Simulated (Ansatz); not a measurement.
**HSe radical (SMILES [SeH]): functionals against CCSD(T) at one geometry**

The task here is to estimate one member of a computed series from the others.

Computed with Ansatz 0.2.0, Gaussian basis. Level: single points in def2-TZVPP.

Cores are frozen in the correlated methods. Filled d shells of the heavier atoms are correlated. Orbitals are unrestricted.

## The system as given

SMILES `[SeH]`, 2 atoms, charge 0, spin multiplicity 2.

Atoms are counted from 1 here; the program's logs count them from 0.

Bond lengths: Se1–H2 1.410 Å.

Geometry (Å):

```xyz
2
charge 0, multiplicity 2
Se   -0.63890    0.25510   -0.18830
H     0.56790   -0.28500    0.30150
```

The first run:

run/in.yaml

```yaml
crystal:
  periodic: [false, false, false]
  atoms:
    - {symbol: Se, position_ang: [-0.638900, 0.255100, -0.188300]}
    - {symbol: H, position_ang: [0.567900, -0.285000, 0.301500]}
basis:
  gaussian: {orbitals: def2-TZVPP}
magnetization: {spin_polarized: true, initial_magnetization: 1}
correlation: {method: ccsd_t}
scf: {omitted_lower_state_checks: [cluster_reference]}
output: {forces: true}
```

The command line of these runs was not kept.

Among the steps run: CCSD(T)/def2-TZVPP; PBE0-D4/def2-TZVPP; wB97M-V/def2-TZVPP; r2SCAN-D4/def2-TZVPP; PBE-D4/def2-TZVPP; SPW92/def2-TZVPP; CAM-B3LYP-D4/def2-TZVPP.

One table of the session follows, with a row left open; its other results are not shown here.

```
      method  RMS force component (eV/Å)  dipole (D)
     CCSD(T)                       0.811        0.61
     PBE0-D4                       0.887        0.62
     wB97M-V                       0.818        0.60
   r2SCAN-D4                           ?           ?
      PBE-D4                       1.037        0.58
       SPW92                       0.993        0.63
CAM-B3LYP-D4                       0.838        0.61
```

**Question.** Estimate the row for r2SCAN-D4.

**Answer.** RMS force component (eV/Å): 0.863; dipole (D): 0.63. In the column «RMS force component (eV/Å)» it lies between CAM-B3LYP-D4 (0.838) and PBE0-D4 (0.887).
